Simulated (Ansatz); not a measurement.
**TaC+ (triplet): the correlation ladder, def2-TZVPP**

An exercise on one series of results from a longer session: the logs are not shown, and one member is left open.

Computed with Ansatz 0.2.0, Gaussian basis. Level: def2-TZVPP, core rule «outside noble gas», up to 5 orbitals frozen.

Plan: UHF; ROHF; CCSD(T) on UHF.

### The system

The geometry is a PBE0/def2-TZVP stationary point (not a proven minimum) of the parent state, kept for this charge and spin. No spin-orbit coupling is included. Elements past krypton take def2 core potentials.

2 atoms, charge 1, spin multiplicity 3.

Atoms are counted from 1 here; the program's logs count them from 0.

Bond lengths: Ta1–C2 1.764 Å.

The first run:

The input, in.yaml:

```yaml
crystal:
  periodic: [false, false, false]
  atoms:
    - {symbol: Ta, position_ang: [0.000000, 0.000000, 0.000000]}
    - {symbol: C, position_ang: [0.000000, 0.000000, 1.764200]}
basis:
  gaussian: {orbitals: def2-TZVPP}
total_charge: 1
magnetization: {spin_polarized: true, initial_magnetization: 2}
hamiltonian: {xc: hf}
output: {orbitals: {seedname: orbitals}}
```

Launch:

```console
ansatz run in.yaml --threads 1 --pin off --events-out ev --progress --plain --max-ram 4096MiB --backend cpu
```

Steps of the session up to this table: UHF; ROHF; CCSD(T) on UHF.

One table of the session follows, with a row left open; its other results are not shown here.

It belongs to the step «Misses and costs». 

```
  method  from UCCSD(T) (kcal/mol)
    ROHF                   +169.99
     UHF                         ?
    UMP2                    +32.83
   UCCSD                    +10.81
UCCSD(T)                         0
```

Estimate the missing values for UHF.

**Answer.** from UCCSD(T) (kcal/mol): +159.61. In the column «from UCCSD(T) (kcal/mol)» it lies between UMP2 (+32.83) and ROHF (+169.99).

Caveats from the session: The determinant is far from a pure spin state, so its energy mixes those of several spin states (harmless only where they are near-degenerate, as at dissociation).
